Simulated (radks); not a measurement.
# Cu⁴⁺ in [Ar] 3d7: an all-electron calculation

One table from this session's results is given with a row withheld; the runs are named, their logs left out.

Method: Dirac Kohn-Sham, XLYP, spin-unpolarised, spherical densities, finite nucleus; open shells are shared between the two j in proportion to 2j + 1. Code: radks (a radial shooting solver on a logarithmic mesh, Libxc functionals) version 1.

### What is computed

```
element            : copper (Z = 29)
charge             : +4
electrons          : 25
configuration      : [Ar] 3d7
nuclear rms radius : 3.8823 fm
```

Outer shells as boxes (Hund's rule):

Cu⁴⁺
```
[Ar] core
3d [↑↓][↑↓][↑ ][↑ ][↑ ]
```

Set-up of the first run:

Settings of this run:

```text
Z 29
configuration [Ar] 3d7 4s0 4p0 4d0 4f0
relativity Dirac
functional xlyp
spin unpolarised
j_filling average
nucleus finite rms 3.8823 fm
c 137.035999084
```

Run with:

```
python run_ks.py task.json out
```

All runs below come from this command, one after another.

Steps of the session up to this table: Self-consistent calculation.

One of the session's tables, all rows but one given; the rest of the session is left out.

It belongs to the step «Shells». Radial moments (bohr):

```
level      <r>  outermost maximum (interpolated)  90 % within  nodes
1s1/2  0.05213                            0.0341       0.0931      0
2s1/2   0.2350                             0.197        0.364      1
2p1/2   0.2041                             0.156        0.334      0
2p3/2   0.2074                             0.159        0.339      0
3s1/2   0.6989                             0.609         1.04      2
3p1/2   0.7195                             0.608         1.10      1
3p3/2   0.7288                             0.616         1.12      1
3d3/2   0.8048                             0.574         1.34      0
3d5/2   0.8085                             0.577         1.35      0
4s1/2    1.918                              1.73         2.77      3
4p1/2    2.135                              1.93         3.09      2
4p3/2        ?                                 ?            ?      ?
```

Q: Estimate the row for 4p3/2 from the others.

The run gave: <r>: 2.152; outermost maximum (interpolated): 1.95; 90 % within: 3.11; nodes: 2. In the column «<r>» it is the highest.

To keep in mind: Spin polarisation and multiplet splitting are left out.
